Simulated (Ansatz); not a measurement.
# C₂H₇BO₃: a ladder of functionals and wavefunction methods

How much do the methods differ for C₂H₇BO₃? The plan is to run it at one geometry with functionals of several rungs and with coupled cluster. The yardstick is the atomisation energy at the CCSD(T) limit.

The runs use Ansatz 0.2.0, Gaussian basis; functionals in def2-TZVPP, the program's frozen cores in correlated methods.

The runs, in order: LDA (SPW92), PBE-D4, revPBE-D4, BLYP-D4, r2SCAN-D4, B97M-V, PBE0-D4, B3LYP-D4, r2SCANh-D4, r2SCAN0-D4, HSE06-D4, BHLYP-D4, CAM-B3LYP-D4, LC-ωPBE, ωB97X-V, ωB97M-V, B2PLYP, PBE-QIDH; CCSD(T)/def2-SVP; CCSD(T)/def2-TZVPP; MP2/def2-QZVPP; extrapolation to the limit; RPA on PBE.

## 1. The geometry

The geometry comes from an earlier relaxation with PBE0-D4 in a triple-zeta def2 set; it is a stationary point, not always the lowest conformer.

SMILES `CCOB(O)O`, 13 atoms, charge 0, spin multiplicity 1.

Atoms are counted from 1 here; the program's logs count them from 0.

Bond lengths: C1–C2 1.507 Å, C1–H7 1.092 Å, C1–H8 1.092 Å, C1–H9 1.093 Å, C2–O3 1.418 Å, C2–H10 1.095 Å, C2–H11 1.096 Å, O3–B4 1.355 Å, B4–O5 1.370 Å, B4–O6 1.376 Å, O5–H12 0.957 Å, O6–H13 0.957 Å. Angles: C2–C1–H7 110.7°, C2–C1–H8 110.7°, C2–C1–H9 110.3°, H7–C1–H8 108.2°, H7–C1–H9 108.5°, H8–C1–H9 108.5°, C1–C2–O3 108.8°, C1–C2–H10 110.7°, C1–C2–H11 110.7°, O3–C2–H10 109.8°, O3–C2–H11 109.7°, H10–C2–H11 107.2°, C2–O3–B4 120.9°, O3–B4–O5 116.0°, O3–B4–O6 119.1°, O5–B4–O6 124.9°, B4–O5–H12 115.3°, B4–O6–H13 115.4°.

## 2. LDA

This LDA is Slater exchange with PW92 correlation.

File in.yaml:

```yaml
crystal:
  periodic: [false, false, false]
  atoms:
    - {symbol: C, position_ang: [-0.955237, -1.059498, 1.666606]}
    - {symbol: C, position_ang: [-0.175889, -0.019712, 0.902671]}
    - {symbol: O, position_ang: [-0.161735, -0.377236, -0.469124]}
    - {symbol: B, position_ang: [0.488538, 0.386167, -1.379905]}
    - {symbol: O, position_ang: [0.438895, -0.051975, -2.677126]}
    - {symbol: O, position_ang: [1.140277, 1.521721, -0.957626]}
    - {symbol: H, position_ang: [-1.981461, -1.119363, 1.298621]}
    - {symbol: H, position_ang: [-0.495508, -2.043688, 1.556206]}
    - {symbol: H, position_ang: [-0.982342, -0.806934, 2.729210]}
    - {symbol: H, position_ang: [0.850918, 0.048667, 1.278070]}
    - {symbol: H, position_ang: [-0.630041, 0.970071, 1.021909]}
    - {symbol: H, position_ang: [0.900563, 0.496180, -3.311013]}
    - {symbol: H, position_ang: [1.583322, 2.020899, -1.643797]}
basis:
  gaussian: {orbitals: def2-TZVPP}
hamiltonian: {xc: lda}
output: {orbitals: {seedname: orbitals}}
```

Started as:

```bash
$ ansatz run in.yaml --threads 4 --pin off --events-out ev --progress --plain --max-ram 10444MiB
```

The runs that follow: PBE-D4 (GGA); revPBE-D4 (GGA); BLYP-D4 (GGA); r2SCAN-D4 (meta-GGA); B97M-V (meta-GGA); B3LYP-D4 (hybrid); r2SCANh-D4 (hybrid); r2SCAN0-D4 (hybrid); HSE06-D4 (hybrid); BHLYP-D4 (hybrid); CAM-B3LYP-D4 (range-separated); LC-ωPBE (range-separated); ωB97X-V (range-separated); ωB97M-V (range-separated); B2PLYP (double hybrid); PBE-QIDH (double hybrid); CCSD(T) in def2-SVP; CCSD(T) in def2-TZVPP; MP2 in def2-QZVPP; RPA on PBE orbitals.

Before running them: what should the planned runs give, taken together? Wanted: atomisation energy, CCSD(T)/CBS; farthest beyond LDA; mean size of error, GGA; mean size of error, meta-GGA; mean size of error, hybrid; mean size of error, range-separated; mean size of error, double hybrid; gap, smallest and largest; T1 diagnostic.

**Answer**, as computed:

| quantity | value |
| --- | --- |
| atomisation energy, CCSD(T)/CBS | 5475.1 kJ/mol |
| functionals within 27.4 kJ/mol (0.5 %) | BLYP-D4, r2SCAN-D4, B97M-V, PBE0-D4, B3LYP-D4, r2SCANh-D4, HSE06-D4, LC-ωPBE, ωB97X-V, ωB97M-V |
| farthest beyond LDA | BHLYP-D4 (-187.3 kJ/mol) |
| mean size of error, GGA | 53.9 kJ/mol |
| mean size of error, meta-GGA | 9.5 kJ/mol |
| mean size of error, hybrid | 50.4 kJ/mol |
| mean size of error, range-separated | 15.4 kJ/mol |
| mean size of error, double hybrid | 43.0 kJ/mol |
| gap, smallest and largest | 5.83 eV (BLYP-D4), 13.25 eV (LC-ωPBE) |
| T1 diagnostic | 0.0113 |
| triples share of the correlation energy | 3.5 % |

What this shows: The LDA atomisation energy is off by 831.2 kJ/mol (15 %): it overbinds. PBE-D4 is off by +114.4 kJ/mol. Double hybrids carry the basis error of their MP2 part in triple zeta, and no dispersion term here, so their miss is partly the set-up's. The rungs meta-GGA, range-separated miss on average by less than the doubt on the reference (27.4 kJ/mol), so they tie. Misses under about 27.4 kJ/mol are within the doubt on the reference itself, which lacks core-valence correlation, relativity and higher excitations. Hartree-Fock recovers 73 % of the binding; the rest is correlation. CCSD(T) in def2-SVP is off by -251.7 kJ/mol, worse than the median functional, from the basis alone. The gap grows from 5.8 to 13.3 eV across the functionals, mostly with the share of exact exchange.
